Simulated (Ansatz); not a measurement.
# TaN: the cost of one run

Program: Ansatz 0.2.0. Level of theory: DFT PBEsol+U (U = 6 eV, J = 0.5 eV on Ta d), plane waves, PAW, no spin–orbit coupling unless a run says so. These are calculated values, not measurements.

2 further runs of the same task are left out: 2 that didn't finish.

## 1. The starting structure

Symmetry: P-62m, No. 189, hexagonal system. Conventional cell: a = 5.196 Å, b = 5.196 Å, c = 2.911 Å, α = 90.00°, β = 90.00°, γ = 120.00°. Around Ta (site symmetry -6) lie 6 N at 2.16 Å. Ta (site symmetry -62m) is surrounded by 3 N at 2.04 Å. N (site symmetry m2m) is surrounded by 5 Ta at 2.04 to 2.16 Å.

As a file:

```cif
data_structure
_symmetry_space_group_name_H-M 'P 1'
_symmetry_Int_Tables_number 1
_cell_length_a 5.1960
_cell_length_b 5.1960
_cell_length_c 2.9110
_cell_angle_alpha 90.000
_cell_angle_beta 90.000
_cell_angle_gamma 120.000
_cell_volume 68.06
loop_
_atom_site_label
_atom_site_type_symbol
_atom_site_fract_x
_atom_site_fract_y
_atom_site_fract_z
_atom_site_occupancy
Ta1 Ta 0.33333 0.66667 0.50000 1
Ta2 Ta 0.66667 0.33333 0.50000 1
Ta3 Ta 0.00000 0.00000 0.00000 1
N1 N 0.39285 0.00000 0.00000 1
N2 N 0.60715 0.60715 0.00000 1
N3 N 0.00000 0.39285 0.00000 1
```

An earlier series on this cell reached its lowest free state from «total moment held at first, then free, 3.00 μB per cell», perhaps among other starts (it ended without moments).

## 2. Total moment locked, 4.50 μB per cell

Contents of input.yaml:

```yaml
crystal:
  lattice:
    - [5.19600015, 0.0, 0.0]
    - [-2.59800008, 4.49986813, 0.0]
    - [0.0, 0.0, 2.9109996]
  atoms:
    - { symbol: Ta, position: [0.3333333333, 0.6666666667, 0.5], spin: 1.5 }
    - { symbol: Ta, position: [0.6666666667, 0.3333333333, 0.5], spin: 1.5 }
    - { symbol: Ta, position: [0.0, 0.0, 0.0], spin: 1.5 }
    - { symbol: "N", position: [0.39285, 0.0, 0.0] }
    - { symbol: "N", position: [0.60715, 0.60715, 0.0] }
    - { symbol: "N", position: [0.0, 0.39285, 0.0] }
basis:
  ecutwfc: 420
  ecutrho_ratio: 4
kpoints:
  mp_grid: { grid: [4, 4, 6] }
hamiltonian:
  xc: pbesol
  hubbard:
    sites:
      - { site: 0, l: d, u: 6.0, j: 0.5, starting_ns: [{ spin: up, occupation_matrix: s0up }, { spin: down, occupation_matrix: s0down }] }
      - { site: 1, l: d, u: 6.0, j: 0.5, starting_ns: [{ spin: up, occupation_matrix: s1up }, { spin: down, occupation_matrix: s1down }] }
      - { site: 2, l: d, u: 6.0, j: 0.5, starting_ns: [{ spin: up, occupation_matrix: s2up }, { spin: down, occupation_matrix: s2down }] }
    occupation_matrices:
      s0up:
        matrix:
          - [0.97, 0.0, 0.0, 0.0, 0.0]
          - [0.0, 0.02, 0.0, 0.0, 0.0]
          - [0.0, 0.0, 0.02, 0.0, 0.0]
          - [0.0, 0.0, 0.0, 0.02, 0.0]
          - [0.0, 0.0, 0.0, 0.0, 0.97]
      s0down:
        matrix:
          - [0.02, 0.0, 0.0, 0.0, 0.0]
          - [0.0, 0.02, 0.0, 0.0, 0.0]
          - [0.0, 0.0, 0.02, 0.0, 0.0]
          - [0.0, 0.0, 0.0, 0.02, 0.0]
          - [0.0, 0.0, 0.0, 0.0, 0.02]
      s1up:
        matrix:
          - [0.97, 0.0, 0.0, 0.0, 0.0]
          - [0.0, 0.02, 0.0, 0.0, 0.0]
          - [0.0, 0.0, 0.02, 0.0, 0.0]
          - [0.0, 0.0, 0.0, 0.02, 0.0]
          - [0.0, 0.0, 0.0, 0.0, 0.97]
      s1down:
        matrix:
          - [0.02, 0.0, 0.0, 0.0, 0.0]
          - [0.0, 0.02, 0.0, 0.0, 0.0]
          - [0.0, 0.0, 0.02, 0.0, 0.0]
          - [0.0, 0.0, 0.0, 0.02, 0.0]
          - [0.0, 0.0, 0.0, 0.0, 0.02]
      s2up:
        matrix:
          - [0.97, 0.0, 0.0, 0.0, 0.0]
          - [0.0, 0.02, 0.0, 0.0, 0.0]
          - [0.0, 0.0, 0.97, 0.0, 0.0]
          - [0.0, 0.0, 0.0, 0.02, 0.0]
          - [0.0, 0.0, 0.0, 0.0, 0.02]
      s2down:
        matrix:
          - [0.02, 0.0, 0.0, 0.0, 0.0]
          - [0.0, 0.02, 0.0, 0.0, 0.0]
          - [0.0, 0.0, 0.02, 0.0, 0.0]
          - [0.0, 0.0, 0.0, 0.02, 0.0]
          - [0.0, 0.0, 0.0, 0.0, 0.02]
    ns_hold: { iters: 8 }
scf:
  occupations: { method: gaussian, width: 0.05 }
  lower_state_search: "off"
  max_iter: 150
output:
  forces: true
  stress: true
  eigenvalues: true
  populations: true
  hubbard: { sites: [{ site: 0, l: d }, { site: 1, l: d }, { site: 2, l: d }] }
magnetization:
  spin_polarized: true
  initial_magnetization: 4.5
  spin_locking: { lock_magnetization: hard }
```

The typed matrices put 0.97 on the chosen orbitals and 0.02 on the others, and are held for 8 cycles. The lock stays on to the end, so the result is a constrained state.

Launch:

```bash
ansatz run input.yaml --threads 4 --pin off --max-ram 6144MiB --backend cpu --events-out ev --progress --plain --runs-dir out
```

What time and memory should one allow on 4 threads of Intel Xeon at 2.50GHz (Skylake/Cascade Lake), shared host?

About 40 s, with a peak of 0.47 GiB.
